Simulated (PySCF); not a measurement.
# [PbH3]+: how settings move a single point

Aim: repeat the single point on relaxed [PbH3]+ with altered settings, some of them bad on purpose. The structure is generated, not taken from experiment.

Computed with PySCF 2.14.0. Level: PBE0, Pb def2-SVP with ECP60, H def2-SVP; scalar-relativistic core potentials, no spin–orbit coupling.

2 further runs of the same task are left out: 2 for a known fault of the program.

## (1) Starting geometry

4 atoms, charge 1, spin multiplicity 1.

Bond lengths: Pb1–H2 1.740 Å, Pb1–H3 1.740 Å, Pb1–H4 1.741 Å. Angles: H2–Pb1–H3 120.1°, H2–Pb1–H4 119.9°, H3–Pb1–H4 119.9°.

Geometry (Å):

| atom | x (Å) | y (Å) | z (Å) |
| --- | --- | --- | --- |
| Pb1 | 0.47005 | 0.00000 | 0.00000 |
| H2 | -0.39880 | 0.00000 | 1.50802 |
| H3 | -0.39880 | 0.00000 | -1.50802 |
| H4 | 2.21088 | 0.00000 | 0.00000 |

Formal oxidation states: Pb +4. An earlier session relaxed this geometry at PBE0, Pb def2-SVP with ECP60, H def2-SVP (singlet, point group D3h).

The sound run used a (50, 194) grid (finer on f atoms), a threshold of 1e-8 and at most 55 cycles, and ended at -194.297849 Eh.

## (2) Altered run 1

run.py (the lines that set the calculation)

```python
mol = gto.M(atom='''
Pb     0.44185     0.00000     0.00000
H     -0.37488     0.00000     1.41754
H     -0.37488     0.00000    -1.41754
H      2.07822     0.00000     0.00000''',
    basis={'Pb': 'def2-SVP', 'H': 'def2-SVP'},
    ecp={'Pb': 'def2-SVP'},
    charge=1, spin=0)
mf = dft.RKS(mol, xc='PBE0')
mf.grids.atom_grid = (50, 194)
mf = mf.density_fit()  # fitting sets: Pb def2-universal-JKFIT, H def2-universal-JKFIT
mf.conv_tol = 1e-08; mf.max_cycle = 55
mf.kernel(dm0)  # dm0: free metal ions and neutral atoms
```

On the command line:

```bash
> OMP_NUM_THREADS=2 python run.py
```

What it wrote:

```text
init E= -194.435614259372
  HOMO = -0.561794690948251  LUMO = -0.361801968628693  gap/eV = 5.44208
cycle= 1 E= -194.286237681565  delta_E= 0.149  |g|= 0.0717  |ddm|= 2.13
  HOMO = -0.589132336244856  LUMO = -0.333655439930417  gap/eV = 6.95188
cycle= 2 E= -194.28825184674  delta_E= -0.00201  |g|= 0.0329  |ddm|= 0.253
  HOMO = -0.589225936191525  LUMO = -0.33888318919353  gap/eV = 6.81217
cycle= 3 E= -194.288560496096  delta_E= -0.000309  |g|= 0.0084  |ddm|= 0.0649
  HOMO = -0.587951542831388  LUMO = -0.337721562602369  gap/eV = 6.80910
cycle= 4 E= -194.288575439219  delta_E= -1.49e-05  |g|= 0.000446  |ddm|= 0.0145
  HOMO = -0.588082700774428  LUMO = -0.33770509147876  gap/eV = 6.81312
cycle= 5 E= -194.288575533975  delta_E= -9.48e-08  |g|= 1.56e-05  |ddm|= 0.00144
  HOMO = -0.588080044251738  LUMO = -0.337702740112817  gap/eV = 6.81311
cycle= 6 E= -194.288575534122  delta_E= -1.47e-10  |g|= 1.18e-06  |ddm|= 6.09e-05
  HOMO = -0.588080541321609  LUMO = -0.337703056089937  gap/eV = 6.81312
Extra cycle  E= -194.288575534122  delta_E= -8.53e-14  |g|= 3.71e-07  |ddm|= 2.57e-06
converged SCF energy = -194.288575534122
```

Wall time 0.6 s (2 threads of Arm Neoverse V1, shared host).

Changed: the scale of all coordinates (0.94). It converges in 6 cycles, +0.252 eV from the sound run, with a largest force component of 1.73 eV/Å. The setting is unsound, so these numbers aren't the compound's.

## (3) Altered run 2

run.py (the lines that set the calculation)

```python
mol = gto.M(atom='''
Pb     0.47005     0.00000     0.00000
H     -0.39880     0.00000     1.50802
H     -0.39880     0.00000    -1.50802
H      2.21088     0.00000     0.00000''',
    basis={'Pb': 'def2-SVP', 'H': 'def2-SVP'},
    ecp={'Pb': 'def2-SVP'},
    charge=1, spin=0)
mf = dft.RKS(mol, xc='PBE0')
mf.grids.atom_grid = (10, 14)
mf = mf.density_fit()  # fitting sets: Pb def2-universal-JKFIT, H def2-universal-JKFIT
mf.conv_tol = 1e-08; mf.max_cycle = 55
mf.kernel(dm0)  # dm0: free metal ions and neutral atoms
```

On the command line:

```bash
> OMP_NUM_THREADS=2 python run.py
```

What it wrote:

```text
init E= -193.670366799208
  HOMO = -0.538393261273512  LUMO = -0.351455331547672  gap/eV = 5.08684
cycle= 1 E= -193.683159984926  delta_E= -0.0128  |g|= 0.0914  |ddm|= 2.25
  HOMO = -0.576527567246585  LUMO = -0.323248041169457  gap/eV = 6.89209
cycle= 2 E= -193.686649264984  delta_E= -0.00349  |g|= 0.0402  |ddm|= 0.298
  HOMO = -0.574545165066835  LUMO = -0.330608385100611  gap/eV = 6.63786
cycle= 3 E= -193.687189741453  delta_E= -0.00054  |g|= 0.0128  |ddm|= 0.0839
  HOMO = -0.573615215966362  LUMO = -0.32907810408974  gap/eV = 6.65419
cycle= 4 E= -193.6872264632  delta_E= -3.67e-05  |g|= 0.000557  |ddm|= 0.0214
  HOMO = -0.573713694211043  LUMO = -0.329060872612042  gap/eV = 6.65734
cycle= 5 E= -193.687226650788  delta_E= -1.88e-07  |g|= 0.00015  |ddm|= 0.00209
  HOMO = -0.573743854139898  LUMO = -0.329064733473039  gap/eV = 6.65806
cycle= 6 E= -193.687226662854  delta_E= -1.21e-08  |g|= 2.21e-05  |ddm|= 0.000283
  HOMO = -0.573738190077951  LUMO = -0.329062564451267  gap/eV = 6.65796
cycle= 7 E= -193.687226663117  delta_E= -2.63e-10  |g|= 8.49e-07  |ddm|= 4.2e-05
  HOMO = -0.573738736272526  LUMO = -0.329062832924051  gap/eV = 6.65797
Extra cycle  E= -193.687226663117  delta_E= -5.68e-13  |g|= 2.16e-07  |ddm|= 1.85e-06
converged SCF energy = -193.687226663117
```

It took 0.3 s on 2 threads of Arm Neoverse V1, shared host.

Changed: the integration grid, to (10, 14). It converges in 7 cycles, +16.616 eV from the sound run, with a largest force component of 2.65 eV/Å. The setting is unsound, so these numbers aren't the compound's.

## (4) Altered run 3

Edit run.py (the lines that set the calculation) of step 3 so:

```diff
@@ -9,5 +9,5 @@
 mf = dft.RKS(mol, xc='PBE0')
-mf.grids.atom_grid = (10, 14)
+mf.grids.atom_grid = (50, 194)
 mf = mf.density_fit()  # fitting sets: Pb def2-universal-JKFIT, H def2-universal-JKFIT
-mf.conv_tol = 1e-08; mf.max_cycle = 55
+mf.conv_tol = 0.001; mf.max_cycle = 55
 mf.kernel(dm0)  # dm0: free metal ions and neutral atoms
```

On the command line:

```bash
> OMP_NUM_THREADS=2 python run.py
```

What it wrote:

```text
init E= -194.294650045397
  HOMO = -0.550312988241627  LUMO = -0.366793314988036  gap/eV = 4.99382
cycle= 1 E= -194.291653890094  delta_E= 0.003  |g|= 0.116  |ddm|= 2.03
  HOMO = -0.57482858849343  LUMO = -0.322915850431387  gap/eV = 6.85489
cycle= 2 E= -194.295990876691  delta_E= -0.00434  |g|= 0.0794  |ddm|= 0.443
  HOMO = -0.577849684831765  LUMO = -0.334990378012096  gap/eV = 6.60854
cycle= 3 E= -194.297839773637  delta_E= -0.00185  |g|= 0.00662  |ddm|= 0.137
  HOMO = -0.576417444074694  LUMO = -0.33467022284864  gap/eV = 6.57828
cycle= 4 E= -194.297848477529  delta_E= -8.7e-06  |g|= 0.000493  |ddm|= 0.0114
  HOMO = -0.576512451499153  LUMO = -0.334588734000048  gap/eV = 6.58308
Extra cycle  E= -194.297848623426  delta_E= -1.46e-07  |g|= 0.000194  |ddm|= 0.0022
converged SCF energy = -194.297848623426
```

It took 0.5 s on 2 threads of Arm Neoverse V1, shared host.

Changed: the SCF threshold (0.001). It converges in 4 cycles, at the sound run's energy within 0.001 eV, with a largest force component of 0.01 eV/Å. The result survives the change.

## (5) Altered run 4

Edit run.py (the lines that set the calculation) of step 4 so:

```diff
@@ -9,5 +9,5 @@
 mf = dft.RKS(mol, xc='PBE0')
-mf.grids.atom_grid = (50, 194)
+mf.grids.atom_grid = (40, 110)
 mf = mf.density_fit()  # fitting sets: Pb def2-universal-JKFIT, H def2-universal-JKFIT
-mf.conv_tol = 0.001; mf.max_cycle = 55
+mf.conv_tol = 1e-08; mf.max_cycle = 55
 mf.kernel(dm0)  # dm0: free metal ions and neutral atoms
```

On the command line:

```bash
> OMP_NUM_THREADS=2 python run.py
```

What it wrote:

```text
init E= -194.294462845137
  HOMO = -0.550298262301239  LUMO = -0.366785287480417  gap/eV = 4.99364
cycle= 1 E= -194.291440706652  delta_E= 0.00302  |g|= 0.116  |ddm|= 2.03
  HOMO = -0.574815528624333  LUMO = -0.322898121019502  gap/eV = 6.85502
cycle= 2 E= -194.295776268107  delta_E= -0.00434  |g|= 0.0794  |ddm|= 0.443
  HOMO = -0.577833092396356  LUMO = -0.334974146497633  gap/eV = 6.60853
cycle= 3 E= -194.297625959626  delta_E= -0.00185  |g|= 0.00662  |ddm|= 0.137
  HOMO = -0.576402885917602  LUMO = -0.334655511466091  gap/eV = 6.57828
cycle= 4 E= -194.297634651374  delta_E= -8.69e-06  |g|= 0.000493  |ddm|= 0.0113
  HOMO = -0.576496724689531  LUMO = -0.334604053606811  gap/eV = 6.58223
cycle= 5 E= -194.297634810785  delta_E= -1.59e-07  |g|= 1.38e-05  |ddm|= 0.00213
  HOMO = -0.576493948054212  LUMO = -0.334600624338505  gap/eV = 6.58225
cycle= 6 E= -194.297634810938  delta_E= -1.53e-10  |g|= 3.02e-06  |ddm|= 6.12e-05
  HOMO = -0.57649387770417  LUMO = -0.334600941775888  gap/eV = 6.58224
Extra cycle  E= -194.29763481094  delta_E= -2.33e-12  |g|= 2.06e-06  |ddm|= 8.38e-06
converged SCF energy = -194.29763481094
```

It took 0.4 s on 2 threads of Arm Neoverse V1, shared host.

Changed: the integration grid, to (40, 110). It converges in 6 cycles, +0.006 eV from the sound run, with a largest force component of 0.01 eV/Å. The result survives the change.

## (6) Altered run 5

run.py (the lines that set the calculation)

```python
mol = gto.M(atom='''
Pb     0.47005     0.00000     0.00000
H     -0.39880     0.00000     1.50802
H      0.07067     0.00000    -0.69318
H      2.21088     0.00000     0.00000''',
    basis={'Pb': 'def2-SVP', 'H': 'def2-SVP'},
    ecp={'Pb': 'def2-SVP'},
    charge=1, spin=0)
mf = dft.RKS(mol, xc='PBE0')
mf.grids.atom_grid = (50, 194)
mf = mf.density_fit()  # fitting sets: Pb def2-universal-JKFIT, H def2-universal-JKFIT
mf.conv_tol = 1e-08; mf.max_cycle = 81
mf.kernel(dm0)  # dm0: free metal ions and neutral atoms
```

On the command line:

```bash
> OMP_NUM_THREADS=2 python run.py
```

What it wrote:

```text
init E= -194.772619115817
  HOMO = -0.501236644314117  LUMO = -0.353642058355516  gap/eV = 4.01625
cycle= 1 E= -193.037969177024  delta_E= 1.73  |g|= 0.272  |ddm|= 3.12
  HOMO = -0.580070590779962  LUMO = -0.381542112576267  gap/eV = 5.40224
cycle= 2 E= -193.047138143926  delta_E= -0.00917  |g|= 0.149  |ddm|=  0.6
  HOMO = -0.558991393538879  LUMO = -0.360118475199597  gap/eV = 5.41161
cycle= 3 E= -193.051194097203  delta_E= -0.00406  |g|= 0.0112  |ddm|= 0.227
  HOMO = -0.558747566194221  LUMO = -0.361238715470663  gap/eV = 5.37449
cycle= 4 E= -193.051235437585  delta_E= -4.13e-05  |g|= 0.00148  |ddm|= 0.0241
  HOMO = -0.558716125965676  LUMO = -0.360984710256857  gap/eV = 5.38055
cycle= 5 E= -193.051236343155  delta_E= -9.06e-07  |g|= 0.000366  |ddm|= 0.00348
  HOMO = -0.558736856102849  LUMO = -0.361017866008478  gap/eV = 5.38021
cycle= 6 E= -193.051236386726  delta_E= -4.36e-08  |g|= 4.63e-05  |ddm|= 0.000804
  HOMO = -0.558737588949327  LUMO = -0.361017178692844  gap/eV = 5.38025
cycle= 7 E= -193.051236387326  delta_E= -6e-10  |g|= 2.3e-06  |ddm|= 8.3e-05
  HOMO = -0.55873697727449  LUMO = -0.361016641138218  gap/eV = 5.38024
Extra cycle  E= -193.051236387328  delta_E= -1.96e-12  |g|= 1.44e-06  |ddm|= 6.73e-06
converged SCF energy = -193.051236387328
```

Run time: 0.6 s. Hardware: 2 threads of Arm Neoverse V1, shared host.

Changed: one atom's place (atom 3 put 0.8 Å from the metal); the cycle limit is 81. It converges in 7 cycles, +33.922 eV from the sound run, with a largest force component of 140.13 eV/Å. The setting is unsound, so these numbers aren't the compound's.

## (7) Results

| run | changed | ending | energy change (eV) | cycles | time | usable |
| --- | --- | --- | --- | --- | --- | --- |
| 1 | the scale of all coordinates | converged | +0.252 | 6 | 0.6 s | no |
| 2 | the integration grid | converged | +16.616 | 7 | 0.3 s | no |
| 3 | the SCF threshold | converged | 0.000 | 4 | 0.5 s | yes |
| 4 | the integration grid | converged | +0.006 | 6 | 0.4 s | yes |
| 5 | one atom's place | converged | +33.922 | 7 | 0.6 s | no |

2 of 5 altered runs give a usable result. 3 ended normally with numbers unfit to quote.
